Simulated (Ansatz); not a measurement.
**C₅H₁₀BN: how energies converge with the basis set**

An exercise on one series of results from a longer session: the logs are not shown, and one member is left open.

The runs use Ansatz 0.2.0, Gaussian basis; one geometry, several basis sets.

The runs, in order: PBE0-D4/def2-SVP; ωB97M-V/def2-SVP; PBE0-D4/def2-QZVPP; ωB97M-V/def2-QZVPP; the functionals' def2-TZVPP values are taken from earlier runs.

1 further run of the same task is left out (it didn't finish).

## The geometry

The geometry comes from an earlier relaxation with PBE0-D4 in a triple-zeta def2 set; it is a stationary point, not always the lowest conformer.

SMILES `BN(C=C)CC=C`, 17 atoms, charge 0, spin multiplicity 1.

Atoms are counted from 1 here; the program's logs count them from 0.

Bond lengths: B1–N2 1.399 Å, B1–H8 1.195 Å, B1–H9 1.195 Å, N2–C3 1.398 Å, N2–C5 1.457 Å, C3–C4 1.329 Å, C3–H10 1.084 Å, C4–H11 1.081 Å, C4–H12 1.081 Å, C5–C6 1.498 Å, C5–H13 1.092 Å, C5–H14 1.095 Å, C6–C7 1.324 Å, C6–H15 1.088 Å, C7–H16 1.086 Å, C7–H17 1.083 Å. Angles: N2–B1–H8 118.9°, N2–B1–H9 118.7°, H8–B1–H9 122.4°, B1–N2–C3 121.0°, B1–N2–C5 121.5°, C3–N2–C5 117.5°, N2–C3–C4 127.1°, N2–C3–H10 112.5°, C4–C3–H10 120.5°, C3–C4–H11 123.4°, C3–C4–H12 119.0°, H11–C4–H12 117.5°, N2–C5–C6 113.7°, N2–C5–H13 106.5°, N2–C5–H14 109.7°, C6–C5–H13 108.9°, C6–C5–H14 110.3°, H13–C5–H14 107.4° and more.

The first run:

in.yaml reads:

```yaml
crystal:
  periodic: [false, false, false]
  atoms:
    - {symbol: B, position_ang: [-0.981895, 2.206945, 0.003304]}
    - {symbol: N, position_ang: [-0.640309, 0.869038, -0.221899]}
    - {symbol: C, position_ang: [-0.519221, 0.366803, -1.520580]}
    - {symbol: C, position_ang: [-0.209305, -0.877177, -1.872694]}
    - {symbol: C, position_ang: [-0.404173, -0.053078, 0.881211]}
    - {symbol: C, position_ang: [1.039844, -0.398443, 1.077378]}
    - {symbol: C, position_ang: [1.487988, -1.610993, 1.361906]}
    - {symbol: H, position_ang: [-1.092353, 2.593146, 1.128995]}
    - {symbol: H, position_ang: [-1.153356, 2.921631, -0.939057]}
    - {symbol: H, position_ang: [-0.719994, 1.118186, -2.275987]}
    - {symbol: H, position_ang: [0.024418, -1.656409, -1.161266]}
    - {symbol: H, position_ang: [-0.167661, -1.130611, -2.923163]}
    - {symbol: H, position_ang: [-0.776734, 0.438693, 1.782715]}
    - {symbol: H, position_ang: [-0.995692, -0.963220, 0.735448]}
    - {symbol: H, position_ang: [1.732863, 0.437565, 1.013175]}
    - {symbol: H, position_ang: [0.817847, -2.463647, 1.423873]}
    - {symbol: H, position_ang: [2.538832, -1.798730, 1.546543]}
basis:
  gaussian: {orbitals: def2-SVP}
hamiltonian: {xc: pbe0, dispersion: d4}
output: {orbitals: {seedname: orbitals}}
```

Started as:

```bash
$ ansatz run in.yaml --threads 4 --pin off --events-out ev --progress --plain --max-ram 11315MiB
```

Among the steps run: PBE0-D4 in def2-SVP; ωB97M-V in def2-SVP; PBE0-D4 in def2-QZVPP; ωB97M-V in def2-QZVPP.

One table of the session follows, with a row left open; its other results are not shown here.

It belongs to the step «Functionals by basis». 

```
functional       basis  HOMO (eV)
   PBE0-D4    def2-SVP      -6.72
   PBE0-D4  def2-TZVPP      -6.76
   PBE0-D4  def2-QZVPP          ?
   ωB97M-V    def2-SVP      -8.88
   ωB97M-V  def2-TZVPP      -8.94
   ωB97M-V  def2-QZVPP      -8.94
```

**Question.** Estimate the row for PBE0-D4, def2-QZVPP.

**Answer.** HOMO (eV): -6.77. In the column «HOMO (eV)» it lies between ωB97M-V, def2-SVP (-8.88) and PBE0-D4, def2-TZVPP (-6.76).
